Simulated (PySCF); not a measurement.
# A diatomic session: NaPb

One table from this session's results is given with a row withheld; the runs are named, their logs left out.

Program: PySCF 2.14.0. Level of theory: Na def2-SVPD, Pb def2-SVPD with ECP60, scalar-relativistic core potentials. These are calculated values, not measurements.

Set-up of the first run:

A driver script around PySCF takes these settings:

```
atoms                         : Na, Pb
charge                        : 0
basis                         : Na def2-SVPD, Pb def2-SVPD with ECP60
Hamiltonian                   : scalar-relativistic core potentials
basis functions               : 50
electrons treated             : 33
masses in u                   : 22.9898, 207.9766
levels                        : PBE0, PBE, r²SCAN, BHandHLYP, M06, M06-2X, HF, MP2, SCS-MP2, CCSD, CCSD(T)
grid                          : 80 radial by 434 angular points
occupations                   : held fixed by the projection of orbital angular momentum
dissociation limit            : Na + Pb, each in its ground configuration
starting distance in angstrom : 2.970
values of 2S to try           : 1, 3
```

The run is started by

```bash
> OMP_NUM_THREADS=1 python dia.py task.json out
```

Steps of the session up to this table: Set-up; PBE0 along the bond; Higher solutions at PBE0; PBE (GGA); r²SCAN; BHandHLYP (global hybrid GGA); M06 (hybrid meta-GGA); M06-2X; UHF; Adding correlation.

One table of the session follows, with a row left open; its other results are not shown here.

Energy (eV) from each level's lowest point:

| R (Å) | UHF | UHF-MP2 | UHF-SCS-MP2 | UHF-CCSD | UHF-CCSD(T) |
| --- | --- | --- | --- | --- | --- |
| 2.565 | 0.340 | 0.328 | 0.328 | n/a | n/a |
| 2.685 | 0.161 | 0.152 | 0.151 | 0.156 | 0.157 |
| 2.804 | 0.058 | 0.052 | 0.052 | 0.055 | 0.055 |
| 2.893 | 0.017 | 0.014 | 0.014 | 0.015 | 0.016 |
| 2.983 | 0.000 | 0.000 | 0.000 | 0.000 | 0.000 |
| 3.072 | ? | ? | ? | ? | ? |
| 3.192 | 0.023 | 0.034 | 0.033 | 0.029 | 0.029 |
| 3.341 | 0.075 | 0.096 | 0.094 | 0.087 | 0.087 |
| 3.520 | 0.156 | 0.196 | 0.189 | 0.180 | 0.180 |
| 3.759 | 0.275 | 0.350 | 0.332 | n/a | n/a |

Estimate the missing values for R (Å) = 3.072.

Worked estimate for «UHF». A straight line through the neighbours (2.983, 0.000) and (3.192, 0.023) gives 0.000 + (0.023 − 0.000) × (3.072 − 2.983) / (3.192 − 2.983) = 0.010; a parabola fitted to 4 rows on both sides gives 0.002.

The run gave: UHF: 0.001; UHF-MP2: 0.005; UHF-SCS-MP2: 0.005; UHF-CCSD: 0.003; UHF-CCSD(T): 0.003. In «UHF» the line misses by +0.009 and the parabola by +0.001.
